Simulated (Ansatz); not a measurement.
**CHGeSi+ (quintet): wave-function methods side by side, cc-pVDZ**

One table from this session's results is given with a row withheld; the runs are named, their logs left out.

The runs use Ansatz 0.2.0, Gaussian basis; cc-pVDZ, core rule «outside noble gas», up to 20 orbitals frozen.

To be run: UHF; CCSD(T) on ROHF; CCSD(T) on UHF; BCCD(T) on ROHF; CISD as a restricted active space (open shells left free, so some higher excitations enter); CCSDT(Q) on ROHF; CCSDT(Q) on UHF.

22 further runs of the same task are left out: 7 that didn't finish, 15 set aside as unsound or not needed. Runs told in other sessions of the task aren't counted.

### What is computed

The geometry is a PBE0/def2-TZVP stationary point (not a proven minimum) of the parent state, kept for this charge and spin. No spin-orbit coupling is included. The filled d shell of Ge may be among the frozen orbitals whatever the setting's name suggests.

4 atoms, charge 1, spin multiplicity 5.

Atoms are counted from 1 here; the program's logs count them from 0.

Bond lengths: C1–Si2 1.737 Å, Si2–Ge3 2.247 Å, Si2–H4 1.700 Å, Ge3–H4 1.787 Å. Angles: C1–Si2–Ge3 161.9°, C1–Si2–H4 110.3°, Ge3–Si2–H4 51.6°, Si2–Ge3–H4 48.2°, Si2–H4–Ge3 80.2°.

The first run:

File in.yaml:

```yaml
crystal:
  periodic: [false, false, false]
  atoms:
    - {symbol: C, position_ang: [0.000000, 0.201284, 2.951795]}
    - {symbol: Si, position_ang: [0.000000, -0.185302, 1.258644]}
    - {symbol: Ge, position_ang: [0.000000, 0.021187, -0.979275]}
    - {symbol: H, position_ang: [0.000000, 1.237918, 0.329124]}
basis:
  gaussian: {orbitals: cc-pVDZ}
total_charge: 1
magnetization: {spin_polarized: true, initial_magnetization: 4}
hamiltonian: {xc: hf}
output: {orbitals: {seedname: orbitals}}
```

Started as:

```bash
$ ansatz run in.yaml --threads 1 --pin off --events-out ev --progress --plain --max-ram 2393MiB
```

Among the steps run: UHF; CCSD(T) on ROHF; CCSD(T) on UHF; BCCD(T) on ROHF; CISD as a restricted active space (open shells left free, so some higher excitations enter); CCSDT(Q) on ROHF; CCSDT(Q) on UHF.

One of the session's tables, all rows but one given; the rest of the session is left out.

```
   method  from RCCSDT(Q) (meV)
     ROHF               +6938.0
      UHF               +6806.3
     RMP2               +1590.8
     UMP2               +1606.7
     CISD                +995.6
    RCCSD                +397.1
    UCCSD                +388.7
 RCCSD(T)                 +94.8
 UCCSD(T)                 +92.9
  BCCD(T)                     ?
   RCCSDT                 +24.7
   UCCSDT                 +21.3
RCCSDT(Q)                     0
UCCSDT(Q)                  -4.7
```

**Question.** Estimate the row for BCCD(T).

The run gave: from RCCSDT(Q) (meV): +90.5. In the column «from RCCSDT(Q) (meV)» it lies between RCCSDT (+24.7) and UCCSD(T) (+92.9).

Limits of these values: Restricted and unrestricted rows rest on different reference determinants; a gap between their highest levels can come from leftover correlation error, from unlike frozen cores or from another state.
